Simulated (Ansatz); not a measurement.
# ClGaH2: molecular dynamics

Aim: follow the molecule's vibrations and see whether its bonds hold. The start is relaxed first. Runs: 150 steps of 0.5 fs at constant energy, with velocities drawn for 700 K; 150 steps of 0.5 fs under a Nosé-Hoover thermostat, set from 300 K to 10 K by a schedule.

Method: RKS PBE-D4/def2-TZVP, in Ansatz 0.2.0.

## (1) The starting structure

Bond lengths: Ga1–Cl2 2.240 Å, Ga1–H3 1.570 Å, Ga1–H4 1.570 Å. Angles: Cl2–Ga1–H3 120.0°, Cl2–Ga1–H4 120.0°, H3–Ga1–H4 120.0°.

Structure file:

```xyz
4

Ga    0.0000    0.0000    0.0000
Cl    0.0000    0.0000    2.2400
H     1.3596    0.0000   -0.7850
H    -1.3596    0.0000   -0.7850
```

## (2) Preparing the start

File input.yaml:

```yaml
crystal:
  periodic: [false, false, false]
  atoms:
    - { symbol: Ga, position_ang: [0.0, 0.0, 0.0] }
    - { symbol: Cl, position_ang: [0.0, 0.0, 2.24] }
    - { symbol: H, position_ang: [1.3596, 0.0, -0.785] }
    - { symbol: H, position_ang: [-1.3596, 0.0, -0.785] }
basis:
  gaussian: { orbitals: def2-TZVP }
hamiltonian:
  xc: pbe
  dispersion: d4
relax:
  f_tol: 0.02
  max_steps: 40
output:
  orbitals: {}
```

Command:

```sh
> ansatz run input.yaml --threads 2 --pin off --max-ram 3072MiB --backend cpu --events-out ev --progress --plain --runs-dir out
```

The log of the run (excerpt; [...] marks lines left out):

```text
Warning: RAYON_NUM_THREADS=2 ignored (pool sized by the plan → 2); use --threads N
[...]
Functional definition: PBE
[...]
712 factors; their error is unknown
[...]
mean field -64921.38343230 eV, -2385.8168358427 hartree, gradient 5.5e-5 eV, S^2 0.000000; 0 other end points of the search recorded, 0 dependent functions left out
[...]
reference -64921.38346675 eV, -2385.8168371087 hartree; 25, 25 occupied and 72, 72 virtual orbitals, 712 factors
relax step   1: F+E_penalty+E_count = -64921.44457368 eV  Δ(F+E_penalty+E_count) = +0.000e0 eV  max|allowed force component| = 1.065e0 eV/Å  Δτ_max = 0.0000 Å  (25 SCF iters, accepted)
[...]
relax step   3: F+E_penalty+E_count = -64921.52944896 eV  Δ(F+E_penalty+E_count) = -5.738e-3 eV  max|allowed force component| = 5.450e-2 eV/Å  Δτ_max = 0.0251 Å  (25 SCF iters, accepted)
[...]
relax step   4: F+E_penalty+E_count = -64921.52978108 eV  Δ(F+E_penalty+E_count) = -3.321e-4 eV  max|allowed force component| = 2.764e-3 eV/Å  Δτ_max = 0.0055 Å  (26 SCF iters, accepted)
712 factors; their error is unknown
mean field -64921.46744758 eV, -2385.8199233473 hartree, gradient 4.6e-5 eV, S^2 0.000000; 1 other end points of the search recorded, 0 dependent functions left out
[...]
reference -64921.46748185 eV, -2385.8199246068 hartree; 25, 25 occupied and 72, 72 virtual orbitals, 712 factors
Total energy: -64921.52981535 eV, -2385.8222153206 hartree
Atom 0 at     0.000000    -0.000000    -0.045337 Å, force     0.000000     0.000000    -0.001949 eV/Å
Atom 1 at    -0.000000     0.000000     2.119686 Å, force     0.000000     0.000000     0.002764 eV/Å
Atom 2 at     1.420496     0.000000    -0.702174 Å, force     0.000067    -0.000000    -0.000408 eV/Å
Atom 3 at    -1.420496     0.000000    -0.702174 Å, force    -0.000067    -0.000000    -0.000408 eV/Å
Dipole moment:    -0.000000     0.000000    -0.390898 e Å
```

Run time: 3.7 s. Hardware: 2 threads of Arm Neoverse V2, shared host; peak memory 0.15 GiB.

Relaxation path:

```csv
step,energy from step 1 (eV),largest force component (eV/Å)
1,0.0000,1.0645
2,-0.0791,0.2290
3,-0.0849,0.0545
4,-0.0852,0.0028
```

Step 1 is the start.

After: Bond lengths: Ga1–Cl2 2.165 Å, Ga1–H3 1.565 Å, Ga1–H4 1.565 Å. Angles: Cl2–Ga1–H3 114.8°, Cl2–Ga1–H4 114.8°, H3–Ga1–H4 130.4°.

## (3) Run 1

150 steps of 0.5 fs at constant energy, with velocities drawn for 700 K, from the relaxed start. H is given a mass of 2.014 u.

File input.yaml:

```yaml
crystal:
  periodic: [false, false, false]
  atoms:
    - { symbol: Ga, position_ang: [0.0, 0.0, -0.045337] }
    - { symbol: Cl, position_ang: [0.0, 0.0, 2.119686] }
    - { symbol: H, position_ang: [1.420496, 0.0, -0.702174] }
    - { symbol: H, position_ang: [-1.420496, 0.0, -0.702174] }
basis:
  gaussian: { orbitals: def2-TZVP }
hamiltonian:
  xc: pbe
  dispersion: d4
md:
  timestep: 0.5
  n_steps: 150
  ensemble: nve
  temperature: 700.0
  initial_velocities: maxwell_boltzmann
  seed: 934571
  masses: [{ species: H, mass: 2.014 }]
```

Command:

```sh
> ansatz run input.yaml --threads 2 --pin off --max-ram 3072MiB --backend cpu --events-out ev --progress --plain --runs-dir out
```

The log of the run (excerpt; [...] marks lines left out):

```text
Warning: RAYON_NUM_THREADS=2 ignored (pool sized by the plan → 2); use --threads N
[...]
[... 1 set-up line as earlier in the session ...]
[...]
712 factors; their error is unknown
[...]
mean field -64921.46744758 eV, -2385.8199233474 hartree, gradient 4.1e-5 eV, S^2 0.000000; 0 other end points of the search recorded, 0 dependent functions left out
[...]
reference -64921.46748185 eV, -2385.8199246069 hartree; 25, 25 occupied and 72, 72 virtual orbitals, 712 factors
md step     0: t =     0.00 fs  T =   700.0 K  F+E_penalty+E_count = -64921.52978108 eV  E_kin = 0.180964 eV  conserved = -64921.34881708 eV  (24 SCF iters)
[...]
md step    19: t =     9.50 fs  T =   354.3 K  F+E_penalty+E_count = -64921.44021710 eV  E_kin = 0.091603 eV  conserved = -64921.34861451 eV  (25 SCF iters)
[...]
md step    38: t =    19.00 fs  T =    48.2 K  F+E_penalty+E_count = -64921.36095128 eV  E_kin = 0.012471 eV  conserved = -64921.34848008 eV  (19 SCF iters)
[...]
md step    57: t =    28.50 fs  T =   166.6 K  F+E_penalty+E_count = -64921.39168386 eV  E_kin = 0.043071 eV  conserved = -64921.34861285 eV  (25 SCF iters)
[...]
md step    74: t =    37.00 fs  T =   498.6 K  F+E_penalty+E_count = -64921.47766730 eV  E_kin = 0.128904 eV  conserved = -64921.34876324 eV  (25 SCF iters)
md step    75: t =    37.50 fs  T =   523.7 K  F+E_penalty+E_count = -64921.48417814 eV  E_kin = 0.135396 eV  conserved = -64921.34878169 eV  (25 SCF iters)
```

## (4) The output, continued: dynamics from the start

Output, continued (excerpt; [...] marks lines left out):

```text
md step    76: t =    38.00 fs  T =   541.2 K  F+E_penalty+E_count = -64921.48870806 eV  E_kin = 0.139915 eV  conserved = -64921.34879329 eV  (25 SCF iters)
[...]
md step    94: t =    47.00 fs  T =   584.1 K  F+E_penalty+E_count = -64921.49974977 eV  E_kin = 0.151011 eV  conserved = -64921.34873829 eV  (24 SCF iters)
[...]
md step   112: t =    56.00 fs  T =   289.5 K  F+E_penalty+E_count = -64921.42340274 eV  E_kin = 0.074853 eV  conserved = -64921.34854942 eV  (25 SCF iters)
[...]
md step   130: t =    65.00 fs  T =   255.5 K  F+E_penalty+E_count = -64921.41474865 eV  E_kin = 0.066059 eV  conserved = -64921.34868979 eV  (25 SCF iters)
[...]
md step   148: t =    74.00 fs  T =   281.8 K  F+E_penalty+E_count = -64921.42161454 eV  E_kin = 0.072841 eV  conserved = -64921.34877314 eV  (25 SCF iters)
[...]
md step   149: t =    74.50 fs  T =   272.5 K  F+E_penalty+E_count = -64921.41919430 eV  E_kin = 0.070442 eV  conserved = -64921.34875277 eV  (25 SCF iters)
[...]
md step   150: t =    75.00 fs  T =   257.4 K  F+E_penalty+E_count = -64921.41527928 eV  E_kin = 0.066552 eV  conserved = -64921.34872758 eV  (25 SCF iters)
Total energy: -64921.41531344 eV, -2385.8180074531 hartree
Atom 0 at    -0.017799     0.000127    -0.041539 Å, force     0.266699    -0.004406    -0.397578 eV/Å
Atom 1 at     0.024323    -0.000121     2.106673 Å, force    -0.419484     0.001372     0.391597 eV/Å
Atom 2 at     1.525865    -0.002685    -0.365380 Å, force    -0.182131     0.001628    -0.402329 eV/Å
Atom 3 at    -1.337793     0.000425    -0.941392 Å, force     0.334915     0.001405     0.408310 eV/Å
Dipole moment:    -0.075331     0.000553    -0.398108 e Å
```

Wall time 1.8 min (2 threads of Arm Neoverse V2, shared host); peak memory 0.14 GiB.

## (5) Frames and traces

The trajectory, every 8 steps (energies from step 0):

```csv
time (fs),T (K),potential energy change (meV/atom),total energy change (meV/atom)
0.0,700,0.0,0.00
4.0,480,14.3,0.05
8.0,319,24.7,0.06
12.0,442,16.7,0.02
16.0,276,27.4,0.03
20.0,48,42.2,0.08
24.0,268,28.0,0.01
28.0,189,33.1,0.04
32.0,140,36.2,0.07
36.0,430,17.5,0.03
40.0,530,11.0,0.02
44.0,427,17.7,0.07
48.0,626,4.8,0.01
52.0,494,13.4,0.04
56.0,290,26.6,0.07
60.0,402,19.3,0.03
64.0,342,23.1,0.01
68.0,63,41.3,0.08
72.0,246,29.4,0.01
75.0,257,28.6,0.02
```

time (fs), T (K) and a bar:
```
      0.0        700 ##############################
      3.5        519 ######################
      6.5        335 #############
     10.0        373 ###############
     13.0        449 ###################
     16.5        227 ########
     19.5         42 
     23.0        221 ########
     26.0        271 ##########
     29.5        131 ####
     32.5        163 ######
     36.0        430 ##################
     39.0        551 #######################
     42.5        430 ##################
     45.5        493 #####################
     49.0        637 ###########################
     52.0        494 #####################
     55.5        297 ############
     58.5        339 ##############
     62.0        435 ##################
     65.0        256 ##########
     68.5         64 #
     71.5        219 ########
     75.0        257 ##########
```

## (6) Positions and forces

Positions (Å) and forces (eV/Å):

```xyz
4
time_fs=9.5 T=354 dE=0.0896
Ga    0.013    0.000   -0.051   -0.909    0.015   -0.134
Cl   -0.015    0.000    2.127    0.228   -0.003   -0.116
H     1.400    0.004   -0.831   -0.343   -0.006    0.229
H    -1.572    0.004   -0.514    1.025   -0.007    0.020
4
time_fs=19.0 T=48 dE=0.1688
Ga    0.017    0.000   -0.057    0.378    0.013    0.942
Cl   -0.025    0.000    2.132    0.412   -0.005   -0.113
H     1.291    0.005   -0.891    0.548   -0.006   -0.137
H    -1.435    0.005   -0.348   -1.338   -0.003   -0.692
4
time_fs=28.0 T=189 dE=0.1323
Ga    0.020    0.000   -0.054   -1.048    0.018    0.035
Cl   -0.025    0.000    2.134    0.394   -0.004   -0.221
H     1.325    0.004   -0.960   -0.213   -0.007    0.357
H    -1.578    0.005   -0.406    0.867   -0.008   -0.171
4
time_fs=37.5 T=524 dE=0.0456
Ga    0.013    0.000   -0.049   -0.632    0.004    0.081
Cl   -0.017    0.000    2.131    0.253   -0.001   -0.227
H     1.318    0.001   -0.910    0.122   -0.001    0.189
H    -1.491    0.002   -0.555    0.257   -0.002   -0.042
4
time_fs=47.0 T=584 dE=0.0300
Ga    0.000    0.000   -0.043    0.342   -0.010    0.199
Cl   -0.002    0.000    2.123    0.014    0.003   -0.109
H     1.366   -0.004   -0.780    0.302    0.004    0.057
H    -1.349   -0.003   -0.755   -0.657    0.004   -0.147
4
time_fs=56.0 T=290 dE=0.1064
Ga   -0.009    0.000   -0.037   -0.051   -0.023   -1.080
Cl    0.013    0.000    2.113   -0.210    0.004    0.144
H     1.495   -0.006   -0.627   -0.540    0.009    0.146
H    -1.393   -0.005   -0.957    0.801    0.010    0.790
4
time_fs=65.5 T=209 dE=0.1270
Ga   -0.019    0.000   -0.040    1.089   -0.013    0.385
Cl    0.023    0.000    2.105   -0.379    0.004    0.368
H     1.475   -0.005   -0.430    0.325    0.005   -0.354
H    -1.228   -0.003   -0.919   -1.035    0.004   -0.400
4
time_fs=75.0 T=257 dE=0.1145
Ga   -0.018    0.000   -0.042    0.267   -0.004   -0.398
Cl    0.024    0.000    2.107   -0.419    0.001    0.392
H     1.526   -0.003   -0.365   -0.182    0.002   -0.402
H    -1.338    0.000   -0.941    0.335    0.001    0.408
```

Reading of run 1. The temperature starts at 700 K and averages 378 K in the second half, where it ranges from 63 to 637 K. About half is expected from a start at a minimum: kinetic energy passes into potential energy until both shares match. The total energy strays from its start by at most 0.08 meV/atom, 0.4 % of the mean kinetic energy, so a step of 0.5 fs is short enough over this time. The bonds all hold.

## (7) Run 2

150 steps of 0.5 fs under a Nosé-Hoover thermostat, set from 300 K to 10 K by a schedule, starting from the last frame of an earlier run, with new velocities.

File input.yaml:

```yaml
crystal:
  periodic: [false, false, false]
  atoms:
    - { symbol: Ga, position_ang: [-0.017799, 0.000127, -0.041539] }
    - { symbol: Cl, position_ang: [0.024323, -0.000121, 2.106673] }
    - { symbol: H, position_ang: [1.525865, -0.002685, -0.36538] }
    - { symbol: H, position_ang: [-1.337793, 0.000425, -0.941392] }
basis:
  gaussian: { orbitals: def2-TZVP }
hamiltonian:
  xc: pbe
  dispersion: d4
md:
  timestep: 0.5
  n_steps: 150
  ensemble: nvt_nose_hoover
  temperature: 300.0
  initial_velocities: maxwell_boltzmann
  seed: 277815
  temperature_schedule:
    - { n_steps: 37, end_temperature: 300.0 }
    - { n_steps: 113, end_temperature: 10.0 }
```

Command:

```sh
> ansatz run input.yaml --threads 2 --pin off --max-ram 3072MiB --backend cpu --events-out ev --progress --plain --runs-dir out
```

The log of the run (excerpt; [...] marks lines left out):

```text
Warning: RAYON_NUM_THREADS=2 ignored (pool sized by the plan → 2); use --threads N
[...]
[... 1 set-up line as earlier in the session ...]
[...]
712 factors; their error is unknown
[...]
mean field -64921.35285430 eV, -2385.8157121222 hartree, gradient 2.0e-5 eV, S^2 0.000000; 0 other end points of the search recorded, 0 dependent functions left out
[...]
reference -64921.35288859 eV, -2385.8157133824 hartree; 25, 25 occupied and 72, 72 virtual orbitals, 712 factors
md step     0: t =     0.00 fs  T =   300.0 K (target 300.0 K)  F+E_penalty+E_count = -64921.41528373 eV  E_kin = 0.077556 eV  conserved = -64921.33772773 eV  (24 SCF iters)
[...]
md step    19: t =     9.50 fs  T =   565.4 K (target 300.0 K)  F+E_penalty+E_count = -64921.48404807 eV  E_kin = 0.146168 eV  conserved = -64921.33783111 eV  (24 SCF iters, 3 dispersion substeps)
[...]
md step    38: t =    19.00 fs  T =   509.7 K (target 298.7 K)  F+E_penalty+E_count = -64921.47058307 eV  E_kin = 0.131772 eV  conserved = -64921.33768037 eV  (24 SCF iters, 3 dispersion substeps)
[...]
md step    57: t =    28.50 fs  T =   297.4 K (target 250.0 K)  F+E_penalty+E_count = -64921.41764500 eV  E_kin = 0.076894 eV  conserved = -64921.33759246 eV  (25 SCF iters, 3 dispersion substeps)
[...]
md step    75: t =    37.50 fs  T =   180.5 K (target 203.8 K)  F+E_penalty+E_count = -64921.38853507 eV  E_kin = 0.046655 eV  conserved = -64921.33752028 eV  (25 SCF iters, 3 dispersion substeps)
md step    76: t =    38.00 fs  T =   165.2 K (target 201.2 K)  F+E_penalty+E_count = -64921.38458951 eV  E_kin = 0.042710 eV  conserved = -64921.33746349 eV  (25 SCF iters, 3 dispersion substeps)
```

## (8) The log goes on: dynamics from the last frame of an earlier run

Output, continued (excerpt; [...] marks lines left out):

```text
md step    77: t =    38.50 fs  T =   158.0 K (target 198.6 K)  F+E_penalty+E_count = -64921.38273965 eV  E_kin = 0.040857 eV  conserved = -64921.33741473 eV  (25 SCF iters, 3 dispersion substeps)
[...]
md step    95: t =    47.50 fs  T =   438.7 K (target 152.4 K)  F+E_penalty+E_count = -64921.45853265 eV  E_kin = 0.113422 eV  conserved = -64921.33742502 eV  (24 SCF iters, 3 dispersion substeps)
[...]
md step   113: t =    56.50 fs  T =   346.8 K (target 106.2 K)  F+E_penalty+E_count = -64921.44385491 eV  E_kin = 0.089654 eV  conserved = -64921.33745868 eV  (25 SCF iters, 3 dispersion substeps)
[...]
md step   131: t =    65.50 fs  T =    59.1 K (target 60.0 K)  F+E_penalty+E_count = -64921.37634908 eV  E_kin = 0.015288 eV  conserved = -64921.33746426 eV  (26 SCF iters, 3 dispersion substeps)
[...]
md step   149: t =    74.50 fs  T =   244.1 K (target 13.8 K)  F+E_penalty+E_count = -64921.43119240 eV  E_kin = 0.063103 eV  conserved = -64921.33750545 eV  (25 SCF iters, 3 dispersion substeps)
[...]
md step   150: t =    75.00 fs  T =   282.2 K (target 11.3 K)  F+E_penalty+E_count = -64921.44193961 eV  E_kin = 0.072952 eV  conserved = -64921.33755627 eV  (24 SCF iters, 3 dispersion substeps)
Total energy: -64921.44197400 eV, -2385.8189872106 hartree
Atom 0 at    -0.016731    -0.002297    -0.046701 Å, force     1.559285     0.172907     0.203700 eV/Å
Atom 1 at     0.020275     0.000900     2.119707 Å, force    -0.288713    -0.045050    -0.007805 eV/Å
Atom 2 at     1.530254     0.010361    -0.515512 Å, force    -0.606383    -0.088558    -0.009021 eV/Å
Atom 3 at    -1.273721     0.119154    -0.892612 Å, force    -0.664189    -0.039299    -0.186874 eV/Å
Dipole moment:    -0.096723    -0.024638    -0.389785 e Å
```

Run time: 1.8 min. Hardware: 2 threads of Arm Neoverse V2, shared host; peak memory 0.14 GiB.

## (9) The trajectory

One step in 11; energies are changes from step 0:

```csv
time (fs),T (K),potential energy change (meV/atom),conserved energy change (meV/atom)
0.0,300,0.0,0.00
5.5,271,2.0,0.08
11.0,528,-14.7,0.01
16.5,503,-13.3,0.02
22.0,375,-5.2,0.07
27.5,391,-6.6,-0.01
33.0,211,4.9,0.03
38.5,158,8.1,0.08
44.0,536,-16.7,-0.03
49.5,528,-17.0,0.03
55.0,432,-12.3,0.04
60.5,322,-6.6,-0.01
66.0,76,8.6,0.05
71.5,178,1.1,0.04
75.0,282,-6.7,0.04
```

time (fs), T (K) and a bar:
```
      0.0        300 ##############
      3.5        274 ############
      6.5        337 ################
     10.0        565 ############################
     13.0        416 ####################
     16.5        503 #########################
     19.5        489 ########################
     23.0        372 #################
     26.0        457 ######################
     29.5        205 ########
     32.5        187 #######
     36.0        240 ##########
     39.0        162 ######
     42.5        464 ######################
     45.5        492 ########################
     49.0        498 ########################
     52.0        604 ##############################
     55.5        398 ###################
     58.5        335 ###############
     62.0        222 #########
     65.0         51 
     68.5        190 ########
     71.5        178 #######
     75.0        282 #############
```

## (10) Snapshots as a file

Extended XYZ, with forces in eV/Å:

```xyz
4
time_fs=9.5 T=565 dE=-0.0688
Ga   -0.013   -0.003   -0.037    0.359    0.252   -0.391
Cl    0.018    0.001    2.105   -0.198   -0.059    0.268
H     1.437    0.062   -0.625    0.072   -0.097   -0.041
H    -1.314    0.089   -0.892   -0.234   -0.096    0.165
4
time_fs=19.0 T=510 dE=-0.0553
Ga   -0.005   -0.003   -0.038    0.159    0.269   -0.807
Cl    0.006    0.001    2.109    0.129   -0.057    0.118
H     1.334    0.052   -0.936   -0.303   -0.114    0.550
H    -1.431    0.097   -0.705    0.015   -0.098    0.139
4
time_fs=28.0 T=347 dE=-0.0151
Ga    0.003    0.000   -0.045   -1.371    0.017    0.274
Cl   -0.002    0.000    2.116    0.371   -0.005    0.106
H     1.223   -0.030   -0.951    0.654   -0.010   -0.182
H    -1.547    0.029   -0.413    0.345   -0.002   -0.198
4
time_fs=37.5 T=180 dE=0.0267
Ga    0.000    0.003   -0.052    0.612   -0.301    0.031
Cl   -0.001   -0.001    2.126    0.397    0.055    0.023
H     1.365   -0.123   -0.922   -0.648    0.162    0.501
H    -1.513   -0.034   -0.320   -0.360    0.084   -0.555
4
time_fs=47.0 T=439 dE=-0.0430
Ga   -0.004    0.003   -0.056   -1.683   -0.184    0.620
Cl    0.008   -0.002    2.135    0.069    0.056   -0.291
H     1.341   -0.114   -0.711    0.882    0.024   -0.463
H    -1.530   -0.028   -0.607    0.731    0.104    0.134
4
time_fs=56.0 T=369 dE=-0.0337
Ga   -0.015    0.000   -0.055    1.624   -0.054    0.318
Cl    0.018   -0.001    2.138   -0.197    0.006   -0.429
H     1.519   -0.052   -0.629   -0.792    0.026    0.249
H    -1.297    0.046   -0.877   -0.635    0.021   -0.138
4
time_fs=65.5 T=59 dE=0.0389
Ga   -0.017   -0.002   -0.051   -0.581    0.276   -0.135
Cl    0.024    0.001    2.132   -0.393   -0.044   -0.263
H     1.440    0.017   -0.492    0.721   -0.089   -0.345
H    -1.260    0.128   -1.080    0.253   -0.142    0.743
4
time_fs=75.0 T=282 dE=-0.0267
Ga   -0.017   -0.002   -0.047    1.559    0.173    0.204
Cl    0.020    0.001    2.120   -0.289   -0.045   -0.008
H     1.530    0.010   -0.515   -0.606   -0.089   -0.009
H    -1.274    0.119   -0.893   -0.664   -0.039   -0.187
```

Reading of run 2. The set-point goes from 300 to 10 K in 75 fs, and the last tenth of the run averages 198 K. Such a rate, of order 10^16 K/s, is far beyond any furnace or quench, and the atoms lag the set-point. The conserved energy strays from its start by at most 0.09 meV/atom, 0.4 % of the mean kinetic energy, which is good for a step of 0.5 fs. The bonding pattern survives the run.

## (11) Summary of results

| quantity | value |
| --- | --- |
| relaxation of the start | 3 moves, 0.085 eV lower |
| run 1: length | 150 steps of 0.5 fs |
| run 1: temperature, first and last step | 700 and 257 K |
| run 1: temperature, second half | mean 378 K, from 63 to 637 K |
| run 1: potential energy, second half | +21 meV/atom from this run's first step |
| run 1: largest change of the total energy | 0.08 meV/atom |
| run 1: bonds formed or broken | 0 |
| run 2: length | 150 steps of 0.5 fs |
| run 2: temperature, first and last step | 300 and 282 K |
| run 2: temperature, second half | mean 321 K, from 51 to 606 K |
| run 2: potential energy, second half | -5 meV/atom from this run's first step |
| run 2: largest change of the conserved energy | 0.09 meV/atom |
| run 2: bonds formed or broken | 0 |

Mean temperatures of the second halves: 378 K, 321 K. No bond formed or broke in any run. A run of 75 fs with 4 atoms shows the motion but fixes no equilibrium value. The nuclei move classically, without zero-point motion, which matters most for hydrogen.
